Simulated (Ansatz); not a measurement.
# Sc3B2N: the cost of one run

Computed with Ansatz 0.2.0 (DFT PBE, scalar-relativistic, plane waves, PAW, unless a step names another level, unless a step's input says otherwise).

### 1 Starting point

It takes space group P3m1 (No. 156, trigonal). Conventional cell: a = 3.181 Å, b = 3.181 Å, c = 8.978 Å, α = 90.00°, β = 90.00°, γ = 120.00°. Around Sc (site symmetry 3m) lie 3 N at 2.28 Å and 6 B at 2.56 to 2.58 Å. Sc (site symmetry 3m) is surrounded by 3 N at 2.17 Å. Sc (site symmetry 3m) has 6 B at 2.47 to 2.50 Å in its first shell of neighbours. B (site symmetry 3m) is surrounded by 3 B at 1.84 Å and 6 Sc at 2.50 to 2.56 Å. B (site symmetry 3m) has 3 B at 1.84 Å and 6 Sc at 2.47 to 2.58 Å in its first shell of neighbours. N (site symmetry 3m) is surrounded by 6 Sc at 2.17 to 2.28 Å.

Coordinates:

```cif
data_structure
_symmetry_space_group_name_H-M 'P 1'
_symmetry_Int_Tables_number 1
_cell_length_a 3.1811
_cell_length_b 3.1811
_cell_length_c 8.9779
_cell_angle_alpha 90.000
_cell_angle_beta 90.000
_cell_angle_gamma 120.000
_cell_volume 78.68
loop_
_atom_site_label
_atom_site_type_symbol
_atom_site_fract_x
_atom_site_fract_y
_atom_site_fract_z
_atom_site_occupancy
Sc1 Sc 0.33333 0.66667 0.38807 1
Sc2 Sc 0.66667 0.33333 0.66715 1
Sc3 Sc 0.33333 0.66667 0.00158 1
B1 B 0.66667 0.33333 0.19020 1
B2 B 0.00000 0.00000 0.18635 1
N1 N 0.00000 0.00000 0.53866 1
```

It came out lowest among 29 distinct ends of the trial cells. At a tolerance of 0.05 Å it has space group P3m1 (No. 156).

### 2 Relaxing to 0.001 eV/Å, on the response runs' mesh and smearing

File input.yaml:

```yaml
crystal:
  lattice:
    - [3.181113128, 0.0, 0.0]
    - [-1.590556564, 2.7549247811, 0.0]
    - [0.0, 0.0, 8.9778603649]
  atoms:
    - { symbol: Sc, position: [0.3333333333, 0.6666666667, 0.3880657661] }
    - { symbol: Sc, position: [0.6666666667, 0.3333333333, 0.6671510509] }
    - { symbol: Sc, position: [0.3333333333, 0.6666666667, 0.001577197] }
    - { symbol: B, position: [0.6666666667, 0.3333333333, 0.1901965457] }
    - { symbol: B, position: [0.0, 0.0, 0.1863509489] }
    - { symbol: "N", position: [0.0, 0.0, 0.5386584915] }
basis:
  ecutwfc: 420
kpoints:
  mp_grid: { grid: [12, 12, 4] }
hamiltonian:
  xc: pbe
scf:
  occupations: { method: gaussian, width: 0.1 }
output:
  forces: true
  stress: true
  eigenvalues: true
relax:
  adjacent_minimum: "off"
  f_tol: 0.001
  max_steps: 60
  cell: { stress_tol: 0.01 }
```

The run is started by

```
ansatz run input.yaml --threads 3 --pin off --max-ram 7680MiB --backend cpu --events-out ev --progress --plain --runs-dir out
```

**Question.** How long does this run take on 3 threads of Intel Xeon Platinum 8259CL at 2.50GHz (Skylake/Cascade Lake), shared host, and how much memory does it need?

About 16 s, with a peak of 0.5 GiB.
